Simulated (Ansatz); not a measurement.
# KAsP2S7: from the start to rest

Wanted: the geometry at rest of KAsP2S7 (a known structure type filled with other elements, at an estimated volume), relaxing cell and atoms, and its electronic structure there.

All numbers below are computed with Ansatz 0.2.0 (DFT, r2SCAN, no spin polarisation, plane waves, PAW).

## Step 1: Geometry

Symmetry: C2, No. 5, monoclinic system. Conventional cell: a = 8.575 Å, b = 9.652 Å, c = 6.350 Å, α = 90.00°, β = 97.98°, γ = 90.00°. As (site symmetry 2) is surrounded by 6 S at 2.42 to 2.45 Å. K (site symmetry 2) has 8 S at 3.35 to 3.60 Å as nearest neighbours. P (site symmetry 1) is surrounded by 4 S at 2.02 to 2.14 Å. Around S (site symmetry 1) lie 1 P at 2.02 Å. S (site symmetry 1) is surrounded by 1 P at 2.03 Å. Only part of the 7 independent sites is listed.

Its coordinates follow in the input file.

The first density is read from a saved solution for the starting cell.

## Step 2: Relaxing

input.yaml

```yaml
crystal:
  lattice:
    - [4.287274, 4.826141, 0.0]
    - [4.287274, -4.826141, 0.0]
    - [0.881604, 0.0, -6.288093]
  atoms:
    - { symbol: As, position: [0.5, 0.5, 0.0] }
    - { symbol: K, position: [0.0962, 0.9038, 0.5] }
    - { symbol: P, position: [0.0484, 0.3548, 0.9204] }
    - { symbol: P, position: [0.6452, 0.9516, 0.0796] }
    - { symbol: S, position: [0.8191, 0.4725, 0.769] }
    - { symbol: S, position: [0.5275, 0.1809, 0.231] }
    - { symbol: S, position: [0.5124, 0.8556, 0.8219] }
    - { symbol: S, position: [0.1444, 0.4876, 0.1781] }
    - { symbol: S, position: [0.3128, 0.3676, 0.7164] }
    - { symbol: S, position: [0.6324, 0.6872, 0.2836] }
    - { symbol: S, position: [0.9772, 0.0228, 0.0] }
  symmetry: { tolerance: 0.0003 }
kpoints:
  mp_grid: { grid: [3, 3, 4], shift: [0, 0, 0] }
magnetization:
  spin_polarized: false
scf:
  occupations: { method: fermi_dirac, width: 0.0483 }
  lower_state_search: "off"
hamiltonian:
  pseudopotentials: { kind: paw }
  xc: r2scan
basis:
  ecutwfc: 500
  fft_grid_basis: typed
relax:
  max_steps: 80
  cell: { p_target: 0.0 }
output:
  forces: true
  stress: true
  eigenvalues: true
  populations: true
  elf: true
  write_potential: true
  volumetric_format: npy
  dos:
    e_range: [-12, 8]
    de: 0.05
    projected: { site_lists: { As: [As], K: [K], P: [P], S: [S] } }
  write_density: true
  bader: false
checkpoint:
  read: saved_state
```

The run is started by

```sh
$ ansatz run input.yaml --threads 2 --pin off --max-ram 3584MiB --backend cpu --events-out ev --progress --plain --runs-dir out
```

Before running it: what results should come out? Wanted: moves; energy gained; largest move; cell; volume; pressure at the end; gap; least direct gap.

As calculated:

```
                                      quantity                                                                      value
                                         moves                                                                         11
                                 energy gained                                                              38.7 meV/atom
                                  largest move                                                                 0.16 Å (S)
          space group (0.01 Å), before / after                                                                    C2 / C2
                                          cell  a = 6.695 Å, b = 6.695 Å, c = 6.416 Å, α = 84.98°, β = 84.98°, γ = 99.05°
                                        volume                                                     25.58 Å³/atom (+8.1 %)
                           pressure at the end                                                                  -0.01 GPa
formation energy (elements from separate runs)                                                              -0.47 eV/atom
                                    gap (mesh)                                                          2.47 eV, indirect
                              least direct gap                                                                    2.62 eV
```

In words: The volume grew by 8.1 %, and the largest move of an atom is 0.16 Å apart from the change of the cell; the energy fell by 38.7 meV per atom. It is gapped: 2.47 eV, with the least direct gap at 2.62 eV; within 0.7 eV of the edges the states project mainly on S p (89 %) below and S p (38 %), As p (24 %) and P p (12 %) above. A semilocal functional usually gives too small a gap. At the density minimum between K and S (3.36 Å) the ELF is 0.03 and the density 0.06 e/Å³, a closed-shell (ionic or weak) contact. Against the elements' reference phases (As grey arsenic (A7), K bcc, P black phosphorus, alpha-S8 (Fddd); separate runs with the same functional) the formation energy is -0.47 eV per atom, so it holds against falling apart into elements.
